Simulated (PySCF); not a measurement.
**A gas-phase reaction: BCl2H2N + ClH → BCl3 + H3N**

Wanted: the reaction energy for `NB(Cl)Cl` + `Cl` → `ClB(Cl)Cl` + `N`.

Programs: PySCF 2.14.0. All values are calculated, for the isolated system unless a continuum is named. Atoms count from 0, parts from 1.

## 1. Starting point

Each species was relaxed by itself at PBE0-D3(BJ)/def2-SVPD.

## 2. Reaction energy: wB97M-D3(BJ)/def2-TZVPD

Job settings and geometry (Å):

```
{"job": {"kind": "react", "xc": "wB97M-D3(BJ)", "basis": "def2-TZVPD"}, "charge": 0, "multiplicity": 1}
-1 BCl2H2N charge 0 multiplicity 1
N     -0.790060    -0.038360     0.056910
B      0.593050    -0.017790    -0.022770
Cl     1.489680     1.454390     0.376200
Cl     1.484010    -1.462000    -0.523050
H     -1.331520    -0.861250    -0.163400
H     -1.325670     0.769150     0.339600

-1 ClH charge 0 multiplicity 1
Cl     0.644640     0.001100     0.009790
H     -0.643430     0.000840    -0.009500

+1 BCl3 charge 0 multiplicity 1
Cl     0.024740    -1.533500     0.842080
B     -0.011700     0.000970     0.014240
Cl    -1.492460     0.563780    -0.715010
Cl     1.432210     0.974160    -0.081330

+1 H3N charge 0 multiplicity 1
N      0.002780    -0.003990     0.284380
H      0.922770    -0.211680    -0.092900
H     -0.640740    -0.687280    -0.104040
H     -0.270980     0.904420    -0.078550
```

With the program's defaults for keys left out, this is: wB97M-D3(BJ)/def2-TZVPD reaction energy of separated species, gas phase.

Run with:

```bash
OMP_NUM_THREADS=1 python cluster_run.py task.json out
```

This one command runs all jobs of the session in turn.

Log:

```text
species 1 (BCl2H2N)
coarse grid: 27880 points
cycle   1  E = -1001.4765973290  dE =  5.145e-01  |g| = 4.045e-01  |ddm| = 1.783e+00
cycle   2  E = -1001.5012346304  dE = -2.464e-02  |g| = 3.462e-01  |ddm| = 6.277e-01
cycle   3  E = -1001.5264221930  dE = -2.519e-02  |g| = 3.170e-02  |ddm| = 2.317e-01
cycle   4  E = -1001.5267980673  dE = -3.759e-04  |g| = 1.349e-02  |ddm| = 4.721e-02
cycle   5  E = -1001.5268468565  dE = -4.879e-05  |g| = 5.494e-03  |ddm| = 1.769e-02
cycle   6  E = -1001.5268543141  dE = -7.458e-06  |g| = 1.537e-03  |ddm| = 5.175e-03
final grid: 56440 points
cycle   7  E = -1001.5267731572  dE = -3.056e-07  |g| = 1.380e-03  |ddm| = 2.899e-03
cycle   8  E = -1001.5267731947  dE = -3.752e-08  |g| = 1.397e-03  |ddm| = 1.399e-03
cycle   9  E = -1001.5267735815  dE = -3.867e-07  |g| = 6.450e-05  |ddm| = 6.718e-04
cycle  10  E = -1001.5267735838  dE = -2.354e-09  |g| = 3.951e-05  |ddm| = 1.104e-04
cycle  11  E = -1001.5267735845  dE = -6.396e-10  |g| = 1.011e-05  |ddm| = 6.383e-05
converged SCF energy = -1001.5267735845

species 2 (ClH)
coarse grid: 8792 points
cycle   1  E = -460.8503333914  dE = -8.165e-02  |g| = 2.169e-01  |ddm| = 7.239e-01
cycle   2  E = -460.8625128552  dE = -1.218e-02  |g| = 1.397e-01  |ddm| = 2.651e-01
cycle   3  E = -460.8670522121  dE = -4.539e-03  |g| = 1.358e-02  |ddm| = 9.818e-02
cycle   4  E = -460.8670932952  dE = -4.108e-05  |g| = 3.364e-03  |ddm| = 9.545e-03
cycle   5  E = -460.8670995437  dE = -6.248e-06  |g| = 8.516e-04  |ddm| = 3.915e-03
final grid: 17120 points
cycle   6  E = -460.8670682470  dE = -3.715e-07  |g| = 3.676e-04  |ddm| = 8.889e-04
cycle   7  E = -460.8670682933  dE = -4.626e-08  |g| = 1.618e-04  |ddm| = 3.980e-04
cycle   8  E = -460.8670682998  dE = -6.571e-09  |g| = 4.220e-05  |ddm| = 1.295e-04
cycle   9  E = -460.8670683012  dE = -1.316e-09  |g| = 3.971e-06  |ddm| = 6.531e-05
cycle  10  E = -460.8670683012  dE = -3.922e-12  |g| = 8.164e-07  |ddm| = 3.311e-06
converged SCF energy = -460.8670683012

species 3 (BCl3)
coarse grid: 24128 points
cycle   1  E = -1405.7116241510  dE =  5.922e-01  |g| = 4.661e-01  |ddm| = 1.597e+00
cycle   2  E = -1405.7192530373  dE = -7.629e-03  |g| = 5.108e-01  |ddm| = 7.105e-01
cycle   3  E = -1405.7819263008  dE = -6.267e-02  |g| = 2.520e-02  |ddm| = 3.203e-01
cycle   4  E = -1405.7822284602  dE = -3.022e-04  |g| = 6.439e-03  |ddm| = 4.098e-02
cycle   5  E = -1405.7822588540  dE = -3.039e-05  |g| = 1.664e-03  |ddm| = 1.305e-02
cycle   6  E = -1405.7822597623  dE = -9.082e-07  |g| = 4.516e-04  |ddm| = 2.183e-03
final grid: 46448 points
cycle   7  E = -1405.7821452008  dE = -1.316e-07  |g| = 2.073e-04  |ddm| = 1.736e-03
cycle   8  E = -1405.7821452145  dE = -1.364e-08  |g| = 1.550e-04  |ddm| = 3.578e-04
cycle   9  E = -1405.7821452207  dE = -6.290e-09  |g| = 3.579e-05  |ddm| = 1.105e-04
cycle  10  E = -1405.7821452216  dE = -8.627e-10  |g| = 1.604e-05  |ddm| = 5.496e-05
converged SCF energy = -1405.7821452216

species 4 (H3N)
coarse grid: 12536 points
cycle   1  E = -56.5694042582  dE = -1.294e-01  |g| = 3.023e-01  |ddm| = 1.089e+00
cycle   2  E = -56.5779583501  dE = -8.554e-03  |g| = 2.716e-01  |ddm| = 2.675e-01
cycle   3  E = -56.5918799138  dE = -1.392e-02  |g| = 2.124e-02  |ddm| = 1.115e-01
cycle   4  E = -56.5919855081  dE = -1.056e-04  |g| = 5.194e-03  |ddm| = 1.727e-02
cycle   5  E = -56.5919966444  dE = -1.114e-05  |g| = 7.322e-04  |ddm| = 8.711e-03
cycle   6  E = -56.5919970594  dE = -4.151e-07  |g| = 1.111e-04  |ddm| = 3.174e-03
final grid: 27112 points
cycle   7  E = -56.5919843896  dE = -1.735e-08  |g| = 6.539e-05  |ddm| = 8.899e-04
cycle   8  E = -56.5919843918  dE = -2.196e-09  |g| = 5.280e-05  |ddm| = 2.814e-04
cycle   9  E = -56.5919843925  dE = -6.779e-10  |g| = 1.262e-05  |ddm| = 5.607e-05
converged SCF energy = -56.5919843925

Reaction energy = 12.624 kcal/mol
```

Run time: 16 s. Hardware: 1 thread of Arm Neoverse V1, shared host; peak memory 0.63 GiB.

Species by species (with the dispersion term, which the log's SCF energies lack):

```tsv
ν	species	energy (Eh)	HOMO (eV)
-1	NB(Cl)Cl	-1001.53334	-11.01
-1	Cl	-460.86761	-11.93
+1	ClB(Cl)Cl	-1405.78726	-11.47
+1	N	-56.59358	-10.26
```

## 3. Reaction energy: PBE0-D3(BJ)/def2-TZVPD

Settings changed since step 2:

```diff
@@ -1,2 +1,2 @@
-{"job": {"kind": "react", "xc": "wB97M-D3(BJ)", "basis": "def2-TZVPD"}, "charge": 0, "multiplicity": 1}
+{"job": {"kind": "react", "xc": "PBE0", "basis": "def2-TZVPD", "disp": "d3bj"}, "charge": 0, "multiplicity": 1}
 -1 BCl2H2N charge 0 multiplicity 1
```

With the program's defaults for keys left out, this is: PBE0-D3(BJ)/def2-TZVPD reaction energy of separated species, gas phase.

Log:

```text
species 1 (BCl2H2N)
coarse grid: 6640 points
cycle   1  E = -1000.9773896259  dE =  4.040e-01  |g| = 3.617e-01  |ddm| = 1.888e+00
cycle   2  E = -1000.9719561599  dE =  5.433e-03  |g| = 4.220e-01  |ddm| = 5.419e-01
cycle   3  E = -1001.0072880524  dE = -3.533e-02  |g| = 6.060e-02  |ddm| = 2.531e-01
cycle   4  E = -1001.0081401138  dE = -8.521e-04  |g| = 2.298e-02  |ddm| = 6.076e-02
cycle   5  E = -1001.0082395776  dE = -9.946e-05  |g| = 3.127e-03  |ddm| = 1.836e-02
cycle   6  E = -1001.0082407251  dE = -1.148e-06  |g| = 2.152e-03  |ddm| = 3.411e-03
final grid: 56440 points
cycle   7  E = -1001.0048070739  dE = -3.074e-05  |g| = 5.123e-03  |ddm| = 5.623e-02
cycle   8  E = -1001.0048052601  dE =  1.814e-06  |g| = 5.635e-03  |ddm| = 6.451e-03
cycle   9  E = -1001.0048110185  dE = -5.758e-06  |g| = 9.586e-04  |ddm| = 3.303e-03
cycle  10  E = -1001.0048112112  dE = -1.927e-07  |g| = 1.471e-04  |ddm| = 6.915e-04
cycle  11  E = -1001.0048112154  dE = -4.243e-09  |g| = 4.362e-05  |ddm| = 1.482e-04
cycle  12  E = -1001.0048112159  dE = -4.532e-10  |g| = 1.788e-05  |ddm| = 4.099e-05
converged SCF energy = -1001.0048112159

species 2 (ClH)
coarse grid: 2248 points
cycle   1  E = -460.6537839992  dE = -4.644e-02  |g| = 1.882e-01  |ddm| = 7.411e-01
cycle   2  E = -460.6558527875  dE = -2.069e-03  |g| = 1.902e-01  |ddm| = 3.151e-01
cycle   3  E = -460.6653814026  dE = -9.529e-03  |g| = 1.506e-02  |ddm| = 1.513e-01
cycle   4  E = -460.6654034596  dE = -2.206e-05  |g| = 2.693e-03  |ddm| = 7.323e-03
cycle   5  E = -460.6654050075  dE = -1.548e-06  |g| = 1.111e-03  |ddm| = 2.553e-03
final grid: 17120 points
cycle   6  E = -460.6658903579  dE = -4.429e-06  |g| = 2.164e-03  |ddm| = 7.336e-03
cycle   7  E = -460.6658903874  dE = -2.948e-08  |g| = 1.795e-03  |ddm| = 2.512e-03
cycle   8  E = -460.6658910052  dE = -6.178e-07  |g| = 1.533e-04  |ddm| = 1.363e-03
cycle   9  E = -460.6658910121  dE = -6.900e-09  |g| = 2.147e-05  |ddm| = 1.086e-04
cycle  10  E = -460.6658910122  dE = -9.902e-11  |g| = 4.934e-06  |ddm| = 1.681e-05
converged SCF energy = -460.6658910122

species 3 (BCl3)
coarse grid: 5960 points
cycle   1  E = -1405.1129357706  dE =  4.724e-01  |g| = 2.897e-01  |ddm| = 1.689e+00
cycle   2  E = -1405.0930572688  dE =  1.988e-02  |g| = 4.161e-01  |ddm| = 5.278e-01
cycle   3  E = -1405.1359625747  dE = -4.291e-02  |g| = 4.625e-02  |ddm| = 2.893e-01
cycle   4  E = -1405.1364300465  dE = -4.675e-04  |g| = 1.611e-02  |ddm| = 4.372e-02
cycle   5  E = -1405.1364845911  dE = -5.454e-05  |g| = 1.007e-03  |ddm| = 1.210e-02
cycle   6  E = -1405.1364848236  dE = -2.324e-07  |g| = 1.032e-04  |ddm| = 1.370e-03
final grid: 46448 points
cycle   7  E = -1405.1370112499  dE = -2.043e-05  |g| = 3.648e-03  |ddm| = 2.677e-02
cycle   8  E = -1405.1370112877  dE = -3.785e-08  |g| = 2.829e-03  |ddm| = 4.622e-03
cycle   9  E = -1405.1370128178  dE = -1.530e-06  |g| = 1.136e-03  |ddm| = 2.405e-03
cycle  10  E = -1405.1370131320  dE = -3.142e-07  |g| = 1.099e-04  |ddm| = 7.585e-04
cycle  11  E = -1405.1370131347  dE = -2.668e-09  |g| = 1.935e-05  |ddm| = 1.016e-04
cycle  12  E = -1405.1370131347  dE = -7.731e-11  |g| = 8.380e-06  |ddm| = 2.274e-05
converged SCF energy = -1405.1370131347

species 4 (H3N)
coarse grid: 2928 points
cycle   1  E = -56.4895102296  dE = -9.632e-02  |g| = 3.707e-01  |ddm| = 1.101e+00
cycle   2  E = -56.4630882201  dE =  2.642e-02  |g| = 5.179e-01  |ddm| = 4.422e-01
cycle   3  E = -56.5201916779  dE = -5.710e-02  |g| = 1.575e-02  |ddm| = 2.483e-01
cycle   4  E = -56.5202401552  dE = -4.848e-05  |g| = 3.353e-03  |ddm| = 8.635e-03
cycle   5  E = -56.5202423260  dE = -2.171e-06  |g| = 3.220e-04  |ddm| = 2.235e-03
final grid: 27112 points
cycle   6  E = -56.5150252901  dE = -1.140e-05  |g| = 5.661e-03  |ddm| = 1.612e-02
cycle   7  E = -56.5150197390  dE =  5.551e-06  |g| = 7.750e-03  |ddm| = 5.838e-03
cycle   8  E = -56.5150317008  dE = -1.196e-05  |g| = 1.425e-04  |ddm| = 3.504e-03
cycle   9  E = -56.5150317053  dE = -4.484e-09  |g| = 3.173e-05  |ddm| = 9.452e-05
cycle  10  E = -56.5150317056  dE = -2.941e-10  |g| = 3.533e-06  |ddm| = 2.975e-05
converged SCF energy = -56.5150317056

Reaction energy = 11.667 kcal/mol
```

Wall time 8 s (1 thread of Arm Neoverse V1, shared host); peak memory 0.6 GiB.

Reaction energy at this level: 11.67 kcal/mol.

## 4. Energies of the species: MP2/def2-TZVPD

Settings changed since step 3:

```diff
@@ -1,2 +1,2 @@
-{"job": {"kind": "react", "xc": "PBE0", "basis": "def2-TZVPD", "disp": "d3bj"}, "charge": 0, "multiplicity": 1}
+{"job": {"kind": "react", "xc": "MP2", "basis": "def2-TZVPD"}, "charge": 0, "multiplicity": 1}
 -1 BCl2H2N charge 0 multiplicity 1
```

With the program's defaults for keys left out, this is: MP2/def2-TZVPD reaction energy of separated species, gas phase.

Log:

```text
species 1 (BCl2H2N)
final grid: 56440 points
cycle   1  E = -999.4392894141  dE =  6.186e-01  |g| = 4.080e-01  |ddm| = 1.752e+00
cycle   2  E = -999.4856978694  dE = -4.641e-02  |g| = 2.004e-01  |ddm| = 5.681e-01
cycle   3  E = -999.4955837303  dE = -9.886e-03  |g| = 4.531e-02  |ddm| = 1.671e-01
cycle   4  E = -999.4964354626  dE = -8.517e-04  |g| = 8.873e-03  |ddm| = 6.688e-02
cycle   5  E = -999.4964870968  dE = -5.163e-05  |g| = 2.896e-03  |ddm| = 1.589e-02
cycle   6  E = -999.4964920325  dE = -4.936e-06  |g| = 1.064e-03  |ddm| = 4.138e-03
cycle   7  E = -999.4964927524  dE = -7.199e-07  |g| = 3.380e-04  |ddm| = 1.567e-03
cycle   8  E = -999.4964928162  dE = -6.382e-08  |g| = 9.470e-05  |ddm| = 5.334e-04
cycle   9  E = -999.4964928201  dE = -3.923e-09  |g| = 2.175e-05  |ddm| = 1.425e-04
cycle  10  E = -999.4964928204  dE = -3.311e-10  |g| = 5.871e-06  |ddm| = 4.580e-05
converged SCF energy = -999.4964928204

species 2 (ClH)
final grid: 17120 points
cycle   1  E = -460.0817352490  dE = -1.008e-01  |g| = 2.132e-01  |ddm| = 7.101e-01
cycle   2  E = -460.0969052394  dE = -1.517e-02  |g| = 8.401e-02  |ddm| = 2.053e-01
cycle   3  E = -460.0986385992  dE = -1.733e-03  |g| = 1.826e-02  |ddm| = 5.472e-02
cycle   4  E = -460.0988471646  dE = -2.086e-04  |g| = 6.315e-03  |ddm| = 1.638e-02
cycle   5  E = -460.0988771642  dE = -3.000e-05  |g| = 1.289e-03  |ddm| = 7.398e-03
cycle   6  E = -460.0988783802  dE = -1.216e-06  |g| = 2.807e-04  |ddm| = 1.659e-03
cycle   7  E = -460.0988784335  dE = -5.326e-08  |g| = 4.150e-05  |ddm| = 4.895e-04
cycle   8  E = -460.0988784342  dE = -7.321e-10  |g| = 7.806e-06  |ddm| = 6.177e-05
converged SCF energy = -460.0988784342

species 3 (BCl3)
final grid: 46448 points
cycle   1  E = -1403.2728956937  dE =  6.987e-01  |g| = 4.907e-01  |ddm| = 1.582e+00
cycle   2  E = -1403.3238101024  dE = -5.091e-02  |g| = 3.394e-01  |ddm| = 6.188e-01
cycle   3  E = -1403.3523183160  dE = -2.851e-02  |g| = 3.807e-02  |ddm| = 2.308e-01
cycle   4  E = -1403.3531849300  dE = -8.666e-04  |g| = 9.451e-03  |ddm| = 7.041e-02
cycle   5  E = -1403.3532486648  dE = -6.373e-05  |g| = 2.216e-03  |ddm| = 1.568e-02
cycle   6  E = -1403.3532527774  dE = -4.113e-06  |g| = 5.795e-04  |ddm| = 3.799e-03
cycle   7  E = -1403.3532530487  dE = -2.713e-07  |g| = 1.058e-04  |ddm| = 1.199e-03
cycle   8  E = -1403.3532530553  dE = -6.595e-09  |g| = 2.553e-05  |ddm| = 2.456e-04
cycle   9  E = -1403.3532530558  dE = -4.829e-10  |g| = 6.767e-06  |ddm| = 4.757e-05
converged SCF energy = -1403.3532530558

species 4 (H3N)
final grid: 27112 points
cycle   1  E = -56.2058945495  dE = -1.621e-01  |g| = 2.298e-01  |ddm| = 1.073e+00
cycle   2  E = -56.2178842252  dE = -1.199e-02  |g| = 7.796e-02  |ddm| = 1.404e-01
cycle   3  E = -56.2190894677  dE = -1.205e-03  |g| = 2.444e-02  |ddm| = 4.020e-02
cycle   4  E = -56.2192487888  dE = -1.593e-04  |g| = 5.225e-03  |ddm| = 1.749e-02
cycle   5  E = -56.2192629174  dE = -1.413e-05  |g| = 1.112e-03  |ddm| = 7.204e-03
cycle   6  E = -56.2192641366  dE = -1.219e-06  |g| = 2.934e-04  |ddm| = 3.286e-03
cycle   7  E = -56.2192642312  dE = -9.466e-08  |g| = 4.961e-05  |ddm| = 9.840e-04
cycle   8  E = -56.2192642333  dE = -2.081e-09  |g| = 4.563e-06  |ddm| = 1.082e-04
cycle   9  E = -56.2192642333  dE = -1.387e-11  |g| = 5.842e-07  |ddm| = 2.273e-05
converged SCF energy = -56.2192642333

Reaction energy = 10.806 kcal/mol
```

It took 4.3 s on 1 thread of Arm Neoverse V1, shared host; peak memory 0.42 GiB.

Reaction energy at this level: 10.81 kcal/mol.

## 5. Comparing the runs

Energies in kcal/mol, with wall time:

```tsv
run	reaction	time
wB97M-D3(BJ)/def2-TZVPD	12.62	16 s
PBE0-D3(BJ)/def2-TZVPD	11.67	8 s
MP2/def2-TZVPD	10.81	4.3 s
```

## 6. Results

| quantity | value |
| --- | --- |
| reaction energy (wB97M-D3(BJ)/def2-TZVPD) | 12.62 kcal/mol |
| ΔH, ΔG at 298 K (xTB thermal terms) | +14.2, +14.0 kcal/mol |
| range of the reaction energy over the runs of this table | 10.81 to 12.62 kcal/mol |

In words: The reaction is endothermic by 14.2 kcal/mol in the gas phase; dispersion gives +0.25, and xTB itself gave 16.31 for the electronic energy (xTB energies and thermal terms come from the earlier relaxation of each species, not shown). No barrier was sought. The reaction energy runs from 10.81 (MP2/def2-TZVPD) to 12.62 kcal/mol (wB97M-D3(BJ)/def2-TZVPD).
